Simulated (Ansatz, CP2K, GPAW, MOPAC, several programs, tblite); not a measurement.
# SrCl2 from cheap methods to r2SCAN

Aim: run SrCl2 through methods of unlike cost and see what each gets, and at what price.

Program: MOPAC, tblite, CP2K, GPAW, Ansatz (versions at each run). Level of theory: no spin polarisation, static lattice; gaps from single points on the cell relaxed beforehand with r²SCAN. These are calculated values, not measurements.

4 further runs of the same task are left out: 4 set aside as unsound or not needed.

### Step 1. Starting point

It takes space group Fm-3m (No. 225, cubic). The conventional cell has a = 6.995 Å, b = 6.995 Å, c = 6.995 Å, α = 90.00°, β = 90.00°, γ = 90.00°. Sr (site symmetry m-3m) has 8 Cl at 3.03 Å as nearest neighbours. Cl (site symmetry -43m) is surrounded by 4 Sr at 3.03 Å.

Coordinates:

```
CELL_PARAMETERS angstrom
0.00000 3.49765 3.49765
3.49765 0.00000 3.49765
3.49765 3.49765 0.00000
ATOMIC_POSITIONS crystal
Sr 0.00000 0.00000 0.00000
Cl 0.25000 0.25000 0.25000
Cl 0.75000 0.75000 0.75000
```

**Question.** The methods are PM6, PM7, GFN1-xTB (tblite), GFN2-xTB (tblite), PBE/DZVP, PBE/single-zeta, PBE/SZV, coarse PBE, GLLB-SC, PBE, r2SCAN. What gap does r2SCAN give on this cell, and which other methods (full PBE left aside) come nearest to r2SCAN and farthest in gap?

| quantity | value |
| --- | --- |
| r2SCAN | gap 5.94 eV, 28.53 Å³/atom, B₀ 38 GPa |
| gap: nearest and farthest of the other methods | coarse PBE (-0.64 eV), PM7 (+4.84 eV) |

For the gap, of the 8 methods compared (full PBE left aside), coarse PBE comes nearest to r2SCAN and PM7 is farthest. A minimal basis or a coarse cutoff and mesh shifts results by its own error, so closeness to r2SCAN can be chance. Cluster runs see only the k-points that fold onto the zone centre, so their gaps can miss the band edges. GLLB-SC is compared with its derivative discontinuity added. GFN1-xTB (tblite) ended in an unphysical state and is left out of the comparison. No volume is given for PM6, PM7, GFN2-xTB (tblite), PBE/single-zeta, PBE/SZV, coarse PBE, which can hide a larger miss. CPU times run from 0.67 s (coarse PBE) to 22 s (GLLB-SC). On this cell PM6, PM7, GFN1-xTB (tblite), GFN2-xTB (tblite), PBE/DZVP, PBE/single-zeta, GLLB-SC cost more than r2SCAN itself (5.5 s), so they are no saving here. r2SCAN is a yardstick, not the truth: it usually gives gaps below the measured ones.
